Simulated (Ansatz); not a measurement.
Crystal: Hf2Pd2Se2Br2O3.

```
Hf Pd Se Br O
1.0
     7.58666   -1.70971   -1.17576
     7.58666    1.70971   -1.17576
    -2.02446    0.00000   13.05155
Hf Pd Se Br O
2 2 2 2 3
Direct
  0.94514 0.94514 0.06144
  0.60628 0.60628 0.28309
  0.17920 0.17920 0.50964
  0.32286 0.32286 0.74307
  0.92232 0.92232 0.84566
  0.78991 0.78991 0.58800
  0.58645 0.58645 0.04520
  0.24604 0.24604 0.28651
  0.59701 0.59701 0.42127
  0.38554 0.38554 0.07302
  0.03094 0.03094 0.22169
```

The cell was built by a generator and needn't be a form met in nature.

Base run:

```yaml
Program: Ansatz 0.2.0
Functional: revPBE
Potentials_or_basis: Ansatz PAW
Cutoff: 420 eV
Density_cutoff: 1680 eV
k_mesh: 8 × 8 × 2
Occupations: fermi-dirac, width 0.05 eV
Spin: no spin polarisation
```

Its results: band gap on the k mesh 0.85 eV, indirect (least direct gap 0.89 eV); largest force 0.179 eV/Å.

**Question.** After a change of settings the same cell gave: band gap on the k mesh 2.61 eV, indirect (least direct gap 2.64 eV); largest force 0.927 eV/Å. Which change was it?
A. functional from revPBE to PBE; hubbard terms from none to Hf d U = 2 eV, Pd d U = 2 eV; hubbard projectors from none to ortho-atomic (the default)
B. functional from revPBE to r2SCAN; cutoff from 420 eV to 500 eV; density cutoff from 1680 eV to 2000 eV
C. functional from revPBE to r2SCAN0; cutoff from 420 eV to 500 eV; density cutoff from 1680 eV to 2000 eV; k mesh from 8 × 8 × 2 to 4 × 4 × 1

**Answer.** C.

Caveats: some runs use coarse meshes; spin-orbit coupling is left out, which moves the levels of the heavy elements; the PAW data sets come from PBE, with cores solved anew for the run's functional, which leaves a small shift of forces and pressure; the potentials were made for another functional, which shifts forces and pressure (some runs); the k mesh misses the band edges, so the gap on the mesh is wider than the one along the path (some runs).

Not every run made on this cell is shown here.
